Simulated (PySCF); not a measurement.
# C₃H₁₀GeOSi: electronic excitations

Aim: predict the electronic excitations of C₃H₁₀GeOSi (`CO[C@@H]1[CH2][GeH2][SiH2]1`).

Computed with PySCF 2.14.0, with density-fitted response routines of our own, on a single molecule in the gas phase. Atoms are numbered from 0 throughout.

## 1. Starting geometry

16 atoms, charge 0, multiplicity 1; geometry from: GFN2-xTB.

Bonds of the start (Å): C0–O1 1.40, O1–C2 1.41, C2–C3 1.55, C3–Ge4 2.00, Ge4–Si5 2.36, Si5–C2 1.93, C0–H6 1.10, C0–H7 1.09, C0–H8 1.10, C2–H9 1.10, C3–H10 1.09, C3–H11 1.09, Ge4–H12 1.52, Ge4–H13 1.52, Si5–H14 1.46, Si5–H15 1.46.

## 2. Ultraviolet spectrum: wB97X-D/def2-SVPD

What the job is given:

```
{"job": {"kind": "uv", "xc": "wB97X-D", "basis": "def2-SVPD", "nstates": 8, "ntriplets": 3}, "charge": 0, "multiplicity": 1}
C      2.381763     0.764303     0.112891
O      1.478218    -0.054513    -0.582423
C      0.117804     0.282099    -0.387949
C     -0.444347    -0.046162     1.017128
Ge    -2.246118    -0.725250     0.473538
Si    -1.014687    -0.765124    -1.543257
H      2.252641     1.818355    -0.167490
H      3.382034     0.434587    -0.164511
H      2.258501     0.672381     1.198221
H     -0.015931     1.358825    -0.587228
H      0.144783    -0.863414     1.439620
H     -0.373047     0.791144     1.711023
H     -3.311876     0.317229     0.753462
H     -2.695249    -1.882962     1.346616
H     -1.516737    -0.053565    -2.720549
H     -0.405350    -2.038991    -1.910503
```

Level: TDDFT wB97X-D/def2-SVPD, vertical, gas phase, core orbitals frozen in the response.

Command:

```sh
$ OMP_NUM_THREADS=1 python probes_run.py task.json out
```

This one command runs all jobs of the session in turn.

What will the session give for the following? lowest singlet (wB97X-D/def2-SVPD); brightest single state of those computed; lowest triplet; surface potential, 1st and 99th percentile. Wanted: lowest singlet; brightest single state of those computed; lowest triplet; surface potential, 1st and 99th percentile.

**Answer**, as computed:

```
                                quantity                        value
      lowest singlet (wB97X-D/def2-SVPD)  6.45 eV (192 nm), f = 0.031
brightest single state of those computed  state 6, 6.93 eV, f = 0.221
                          lowest triplet                      5.71 eV
   surface potential, 1st and 99th percentile           -1.34 V and 0.97 V
```

In words: The first singlet state (HOMO→LUMO+2 0.26, HOMO→LUMO+1 0.22) lies at 6.45 eV and is weak; of the 8 states computed, the strongest absorption comes from state 6 at 6.93 eV. The lowest triplet lies 0.74 eV below the lowest singlet (triplets in Tamm-Dancoff, singlets in full TDDFT).
